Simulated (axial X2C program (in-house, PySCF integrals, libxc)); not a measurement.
# A two-component session on SbSi: EOM-IP-CCSD levels

Aim: EOM-IP-CCSD levels of SbSi, with spin–orbit coupling in the Hamiltonian from the start.

The runs use an in-house X2C program for linear molecules on PySCF integrals; two-component X2C with atomic mean-field terms, Sb dyall-acv3z, Si dyall-av3z.

All values are calculated.

**1. Set-up**

The input, task.json:

```json
{"zs": [51, 14], "q": 0, "bas": ["dyall-acv3z", "dyall-av3z"], "r0": 2.56, "eom": "ip", "rq": -1, "thr": -2.0, "nmax": 95, "grid": [1, 0.96, 1.045, 0.92, 1.09, 1.15]}
```

Keys: zs atomic numbers; q charge; bas basis sets; r0 starting distance in Å; eom kind of EOM run; thr threshold in hartree for freezing inner shells (an s shell follows its p shell); nmax most natural virtual spinors; grid distances as factors.

Command:

```console
$ python soeom.py task.json out
```

Nuclei are Gaussian, cores are contracted, and the Gaunt term is on.

**2. EOM-IP-CCSD at 2.309 Å**

Reference: the closed shell SbSi⁻; 20 electrons correlated, 82 virtual spinors; roots sought by Ω: 1/2: 4, 3/2: 3, 5/2: 1.

Output:

```text
two-component X2C + atomic mean field  HF
basis functions 202  fitting functions 1054  grid points 5081
iter        total energy     max residual
   1      -6764.795135092     3.74e-01
   2      -6764.819740336     4.75e-03
   3      -6764.820603435     2.81e-03
   4      -6764.820814035     1.56e-03
   5      -6764.820900727     6.73e-04
   6      -6764.820919456     3.40e-04
   7      -6764.820933540     3.21e-04
   8      -6764.820941967     2.09e-04
   9      -6764.820948976     1.24e-04
  10      -6764.820951659     6.95e-05
  11      -6764.820952590     1.35e-05
  12      -6764.820952636     2.11e-06
  13      -6764.820952637     6.63e-07
converged
one-electron -9634.45949821  Coulomb 2899.61579494  exact exchange -189.79976397  xc functional 0.00000000  nuclear repulsion 163.63470273  atomic mean-field constant -3.81218813
correlated 20  virtual 292  natural virtual 82  E(MP2) -0.726468933  MP2 remainder -0.103401587
iter   CCSD correlation   residual
   1     -0.569827441   2.07e-01
   2     -0.588068017   8.30e-02
   3     -0.591908986   3.00e-02
   4     -0.591498058   1.03e-02
   5     -0.591627107   4.56e-03
   6     -0.591689237   1.80e-03
   7     -0.591680460   9.10e-04
   8     -0.591687297   3.85e-04
   9     -0.591684242   1.57e-04
  10     -0.591684118   4.71e-05
  11     -0.591683944   1.84e-05
  12     -0.591684059   7.55e-06
  13     -0.591684018   3.20e-06
  14     -0.591684033   1.66e-06
(T) -0.021952719  T1 0.0235  D1 0.0513  max T2 0.095
EOM-IP-CCSD roots
2*Omega      energy/Eh   energy/eV  one-particle weight
    1       0.10464715      2.8476      0.943
    1       0.11602070      3.1571      0.939
    1       0.24722205      6.7273      0.669
    1       0.25315456      6.8887      0.006
    3       0.10237142      2.7857      0.954
    3       0.25130075      6.8382      0.000
    3       0.26985746      7.3432      0.000
    5       0.27005610      7.3486      0.000
```

T1 in the output is the amplitude norm over the root of the electron number; divide by √2 for the Lee–Taylor value.

```tsv
Ω	vertical IE (eV)	above lowest (cm⁻¹)	spinor	weight
3/2	2.786	0	50% Sb pπ, 39% Si pπ	0.95
1/2	2.848	500	27% Sb pπ, 23% Si pσ, 18% Sb pσ	0.94
1/2	3.157	3000	33% Sb pπ, 20% Si pσ, 17% Sb pσ	0.94
1/2	6.727	31790	37% Si sσ, 28% Sb pσ, 18% Sb sσ	0.67
```

Wall time 31 s (1 thread of Arm Neoverse N1, shared host); peak memory 1.1 GiB.

**3. EOM-IP-CCSD at 2.217 Å**

```tsv
Ω	vertical IE (eV)	above lowest (cm⁻¹)	spinor	weight
1/2	2.830	0	33% Si pσ, 26% Sb pσ, 12% Sb pπ	0.94
3/2	2.889	480	50% Sb pπ, 38% Si pπ	0.95
1/2	3.207	3040	46% Sb pπ, 23% Si pπ, 9% Si pσ	0.94
1/2	6.647	30790	33% Si sσ, 30% Sb pσ, 18% Sb sσ	0.73
```

Run time: 32 s. Hardware: 1 thread of Arm Neoverse N1, shared host; peak memory 1.2 GiB.

**4. EOM-IP-CCSD at 2.413 Å**

```tsv
Ω	vertical IE (eV)	above lowest (cm⁻¹)	spinor	weight
3/2	2.690	0	50% Sb pπ, 40% Si pπ	0.96
1/2	2.811	980	45% Sb pπ, 22% Si pπ, 12% Si pσ	0.95
1/2	3.154	3750	32% Si pσ, 28% Sb pσ, 19% Sb pπ	0.93
```

It took 34 s on 1 thread of Arm Neoverse N1, shared host; peak memory 1.2 GiB.

**5. EOM-IP-CCSD at 2.124 Å**

```tsv
Ω	vertical IE (eV)	above lowest (cm⁻¹)	spinor	weight
1/2	2.763	0	38% Si pσ, 29% Sb pσ, 10% Si sσ	0.94
3/2	3.011	2000	50% Sb pπ, 38% Si pπ, 6% Si dπ	0.95
1/2	3.304	4360	51% Sb pπ, 28% Si pπ, 7% Si dπ	0.95
1/2	6.546	30510	32% Sb pσ, 30% Si sσ, 18% Sb sσ	0.77
```

It took 32 s on 1 thread of Arm Neoverse N1, shared host; peak memory 1.2 GiB.

**6. EOM-IP-CCSD at 2.517 Å**

```tsv
Ω	vertical IE (eV)	above lowest (cm⁻¹)	spinor	weight
3/2	2.612	0	47% Sb pπ, 44% Si pπ	0.96
1/2	2.745	1070	56% Sb pπ, 22% Si pπ, 7% Si pσ	0.95
1/2	3.172	4520	38% Si pσ, 34% Sb pσ, 12% Sb pπ	0.93
```

It took 36 s on 1 thread of Arm Neoverse N1, shared host; peak memory 1.2 GiB.

**7. EOM-IP-CCSD at 2.655 Å**

```tsv
Ω	vertical IE (eV)	above lowest (cm⁻¹)	spinor	weight
3/2	2.519	0	51% Si pπ, 40% Sb pπ	0.95
1/2	2.642	1000	67% Sb pπ, 16% Si pπ	0.94
1/2	3.184	5370	41% Si pσ, 39% Sb pσ, 8% Sb pπ	0.93
```

Run time: 33 s. Hardware: 1 thread of Arm Neoverse N1, shared host; peak memory 1.2 GiB.

**8. Curves of the states**

Energies in eV from the lowest point of the lowest state; states are followed by energy order within each Ω.

```tsv
R (Å)	(1)Ω=3/2	(1)Ω=1/2	(2)Ω=1/2
2.124	0.6504	0.4022	0.9432
2.217	0.2160	0.1565	0.5336
2.309	0.0188	0.0807	0.3902
2.413	0.0000	0.1214	0.4649
2.517	0.1301	0.2632	0.6907
2.655	0.4409	0.5645	1.1062
```

Constants where the minimum is well bracketed (masses 120.904 and 27.977 u):

```tsv
state	Te (cm⁻¹)	Re (Å)	ωe (cm⁻¹)
(1)Ω=3/2	0	2.370	439
```

**9. Outcome**

```
                     quantity                           value
       lowest root at 2.309 Å               Ω = 3/2, 2.786 eV
next root led by one particle  Ω = 1/2, about 500 cm⁻¹ higher
          T1 of the reference                           0.017
      lowest state, Re and ωe               2.370 Å, 439 cm⁻¹
```

Removing an electron from the reference determinant of SbSi⁻ costs 2.79 eV and empties a spinor of 50% Sb pπ, 39% Si pπ. Errors of 0.1 to 0.3 eV are usual at this size, and roots led by higher excitations are left out, so the list is incomplete, and low states of that kind can be missing. The bond is 0.057 Å longer than in the closed-shell reference at CCSD (2.313 Å).
